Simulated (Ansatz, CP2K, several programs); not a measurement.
Energy against volume for In3Sb2As as one 6-atom ordering (I-4m2) on the zincblende lattice, at fixed shape and fractional coordinates, computed by several methods (PBE and r2SCAN, where shown, with plane waves in Ansatz); the cell shown is that of r2SCAN. With free coordinates or axes held, a curve is too stiff, and on another method's shape its minimum isn't the method's own volume. The symmetry is I-4m2 (No. 119, tetragonal); a = 4.534 Å, c = 19.209 Å in the conventional setting, 32.91 Å³ an atom. As is surrounded by 4 In at 2.70 Å; In is surrounded by 2 As at 2.70 Å and 2 Sb at 2.82 Å; Sb is surrounded by 4 In at 2.82 Å; In is surrounded by 4 Sb at 2.82 Å. Note: simulated data, non-magnetic, for a generated structure that need not be the stable one. Energies count from each curve's lowest point; fits are third-order Birch-Murnaghan.

```
As In Sb
1.0
    -2.26705    2.26705    9.60440
     2.26705   -2.26705    9.60440
     2.26705    2.26705   -9.60440
As In Sb
1 3 2
Cartesian
  0.0000 0.0000 0.0000
  0.0000 2.2670 1.4579
  2.2670 0.0000 4.8022
  0.0000 2.2670 8.1465
  0.0000 0.0000 12.7347
  0.0000 0.0000 6.4740
```

PBE/SZV (CP2K), on the shape of the cell shown:
```tsv
V (Å³/atom)	E (meV/atom)
28.959	200.60
30.933	81.27
32.908	19.55
34.882	0.00
36.857	11.00
```
V₀ = 35.06 Å³ an atom and B₀ = 43 GPa.

light PBE (260 eV, its own mesh), on the shape of the cell shown:
```
V (Å³/atom)  E (meV/atom)
     30.275         96.78
     31.592         44.25
     32.908         24.53
     34.224         13.42
     35.541          0.00
     36.857         17.08
```
The points scatter about a smooth fit, as a low cutoff and a light mesh can make them, so no fit is quoted.

Problem. PBE, on the shape of its own relaxed cell, gives

| V (Å³/atom) | E (meV/atom) |
| --- | --- |
| 32.105 | 17.06 |
| 33.129 | 3.95 |
| 34.154 | 0.00 |
| 35.179 | 3.72 |
| 36.203 | 13.89 |

What equilibrium volume and bulk modulus follow?

Solution. V₀ = 34.14 Å³ an atom and B₀ = 40 GPa.

Problem. r2SCAN, on the shape of its own relaxed cell, gives
```
V (Å³/atom)  E (meV/atom)
     30.933         19.73
     31.921          4.71
     32.908          0.00
     33.895          4.07
     34.882         15.55
```
What equilibrium volume and bulk modulus follow?

Solution. V₀ = 32.92 Å³ an atom and B₀ = 47 GPa.

Problem. PBE/DZVP (CP2K), on the shape of the cell shown, gives
```tsv
V (Å³/atom)	E (meV/atom)
28.959	154.83
30.933	56.03
32.908	9.33
34.882	0.00
36.857	17.34
```
What equilibrium volume and bulk modulus follow?

Solution. V₀ = 34.49 Å³ an atom and B₀ = 40 GPa.
